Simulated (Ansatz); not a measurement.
# C2H6Cl2Sn: the cost of one run

Method: RKS PBE-D4/def2-SVP, in Ansatz 0.2.0.

### Step 1. The structure to begin with

Bond lengths: Sn1–C2 2.150 Å, C2–H3 1.110 Å, C2–H4 1.110 Å, C2–H5 1.110 Å, Sn1–C6 2.150 Å, C6–H7 1.110 Å, C6–H8 1.110 Å, C6–H9 1.110 Å, Sn1–Cl10 2.408 Å, Sn1–Cl11 2.408 Å. Angles (14 of 18 angles, heavy atoms first): C2–Sn1–C6 109.5°, C2–Sn1–Cl10 109.5°, C2–Sn1–Cl11 109.5°, C6–Sn1–Cl10 109.5°, C6–Sn1–Cl11 109.5°, Cl10–Sn1–Cl11 109.5°, Sn1–C2–H3 109.5°, Sn1–C2–H4 109.5°, Sn1–C2–H5 109.5°, Sn1–C6–H7 109.5°, Sn1–C6–H8 109.5°, Sn1–C6–H9 109.5°, H3–C2–H4 109.4°, H3–C2–H5 109.4°.

Coordinates:

```xyz
11

Sn    0.0000    0.0000    0.0000
C     0.0000    0.0000    2.1500
H    -0.9996   -0.3092    2.5205
H     0.7676   -0.7111    2.5205
H     0.2320    1.0203    2.5205
C     2.0274    0.0000   -0.7160
H     2.3751   -1.0463   -0.8441
H     2.0760    0.5276   -1.6913
H     2.6794    0.5187    0.0175
Cl   -1.1351    1.9666   -0.8025
Cl   -1.1351   -1.9666   -0.8025
```

### Step 2. Relaxing the start

Contents of input.yaml:

```yaml
crystal:
  periodic: [false, false, false]
  atoms:
    - { symbol: Sn, position_ang: [0.0, 0.0, 0.0] }
    - { symbol: C, position_ang: [0.0, 0.0, 2.15] }
    - { symbol: H, position_ang: [-0.9996, -0.3092, 2.5205] }
    - { symbol: H, position_ang: [0.7676, -0.7111, 2.5205] }
    - { symbol: H, position_ang: [0.232, 1.0203, 2.5205] }
    - { symbol: C, position_ang: [2.0274, 0.0, -0.716] }
    - { symbol: H, position_ang: [2.3751, -1.0463, -0.8441] }
    - { symbol: H, position_ang: [2.076, 0.5276, -1.6913] }
    - { symbol: H, position_ang: [2.6794, 0.5187, 0.0175] }
    - { symbol: Cl, position_ang: [-1.1351, 1.9666, -0.8025] }
    - { symbol: Cl, position_ang: [-1.1351, -1.9666, -0.8025] }
basis:
  gaussian: { orbitals: def2-SVP }
hamiltonian:
  xc: pbe
  dispersion: d4
relax:
  f_tol: 0.02
  max_steps: 40
output:
  orbitals: {}
```

On the command line:

```bash
$ ansatz run input.yaml --threads 2 --pin off --max-ram 3072MiB --backend cpu --events-out ev --progress --plain --runs-dir out
```

**Question.** How long does this run take on 2 threads of Arm Neoverse V2, shared host, and how much memory does it need?

About 16 s, with a peak of 0.17 GiB.
